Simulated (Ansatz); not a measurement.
This script drives Ansatz 0.2.0 through its Python package.

The script, `run_bend.py`:
```python
"""Energy of BGeH5O2 against one bond angle."""

import ansatz as az
from ase import Atoms


def main() -> None:
    atoms = Atoms(["O", "B", "Ge", "O", "H", "H", "H", "H", "H"], positions=[
        [-1.0156, 1.0044, -1.4717],
        [0.1074, 0.93, -0.6263],
        [0.3771, -0.7448, 0.44],
        [-0.8963, -0.9862, 1.5604],
        [-0.7679, 0.6846, -2.3767],
        [0.8836, 1.8394, -0.5576],
        [0.5537, -1.9558, -0.5016],
        [1.7558, -0.5899, 1.2682],
        [-0.9093, -0.228, 2.2481],
    ])

    # start the scan from a relaxed geometry
    first = (
        az.Crystal.molecule_from_ase(atoms).calculation()
        .basis(gaussian="def2-SVP")
        .accuracy("medium")
        .functional("pbe0")
        .relax(force_tolerance=0.02, max_steps=80)
    )
    atoms.positions = first.run().report["positions_ang"]

    rows = []
    for angle in [90, 100, 110, 120, 135, 150, 165, 179]:
        bent = atoms.copy()
        bent.set_angle(2, 3, 8, angle, indices=[8])
        calculation = (
            az.Crystal.molecule_from_ase(bent).calculation()
            .basis(gaussian="def2-SVP")
            .correlation("mp2")
            .accuracy("medium")
        )
        rows.append((angle, calculation.run().report["free_energy_ev"]))
    floor = min(e for _, e in rows)
    for angle, e in rows:
        print(f"angle Ge2-O3-H8 = {angle:3d} deg   {1000 * (e - floor):9.1f} meV")


if __name__ == "__main__":
    main()
```

It is started by `python run_bend.py`. How long does it take on 1 thread of Arm Neoverse V1 (shared host), and how much memory does it need?

It took about 120 s, with a peak of 0.29 GiB, for 9 runs of the engine.

```console
$ python run_bend.py
angle Ge2-O3-H8 =  90 deg       193.6 meV
angle Ge2-O3-H8 = 100 deg        38.0 meV
angle Ge2-O3-H8 = 110 deg         0.0 meV
angle Ge2-O3-H8 = 120 deg        49.9 meV
angle Ge2-O3-H8 = 135 deg       229.5 meV
angle Ge2-O3-H8 = 150 deg       454.4 meV
angle Ge2-O3-H8 = 165 deg       635.8 meV
angle Ge2-O3-H8 = 179 deg       702.7 meV
```

Caveats:
- The settings weren't tested for convergence.
- The scan is rigid, and the energies are electronic, in a modest basis. The zero is the lowest point of the grid, which needn't be the minimum.
- The start is relaxed with a density functional and scanned with the wavefunction method, so it isn't exactly that method's minimum.

(Lines on the test bed's own set-up are left out of the output.)
